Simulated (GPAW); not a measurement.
Input of a GPAW 26.7.0 run:

The input run.py:

```python
from ase.dft.bandgap import bandgap
from ase.io import read, write
from ase.units import GPa
from gpaw import GPAW, PW

atoms = read('MnHg.xyz')
atoms.set_initial_magnetic_moments([0.0, 4.0])

calc = GPAW(mode=PW(600),
            xc='LDA',
            kpts={'size': (8, 8, 8), 'gamma': True},
            occupations={'name': 'methfessel-paxton', 'order': 0, 'width': 0.1},
            nbands=25,
            convergence={'density': 1e-05, 'energy': 1e-05},
            maxiter=150,
            txt='gpaw.txt')
atoms.calc = calc
energy = atoms.get_potential_energy()
forces = atoms.get_forces()
stress = atoms.get_stress()
calc.write('gs.gpw')
write('result.traj', atoms)
print(f'Energy: {energy:.6f} eV')
print('Forces (eV/A):')
print(forces.round(4))
print('Stress (GPa):', (stress / GPa).round(3))
print('Moments:', calc.get_magnetic_moments().round(3))
print('Fermi level:', round(calc.get_fermi_level(), 4), 'eV')
print(f'Gap: {bandgap(calc)[0]:.4f} eV, direct: {bandgap(calc, direct=True)[0]:.4f} eV')
```

Contents of MnHg.xyz:

```xyz
2
Lattice="3.2880000000 0.0000000000 0.0000000000 0.0000000000 3.2880000000 0.0000000000 0.0000000000 0.0000000000 3.3130000000" Properties=species:S:1:pos:R:3 pbc="T T T"
Hg     0.0000000000      0.0000000000      0.0000000000
Mn     1.6440000000      1.6440000000      1.6565000000
```

Potentials or basis: the program's PAW data sets (release 1.2.1) made for this functional, pw.

Command:

```bash
$ OMP_NUM_THREADS=1 python run.py
```

(1) Predict the band gap on the k mesh.

(2) Predict the pressure.

(3) Estimate the net moment.

(4) Predict the site moments.

Results:

(1) none (metal or under the smearing width).

(2) -8.6 GPa.

(3) 3.70 μB per cell.

(4) Hg -0.03; Mn +3.52 μB.
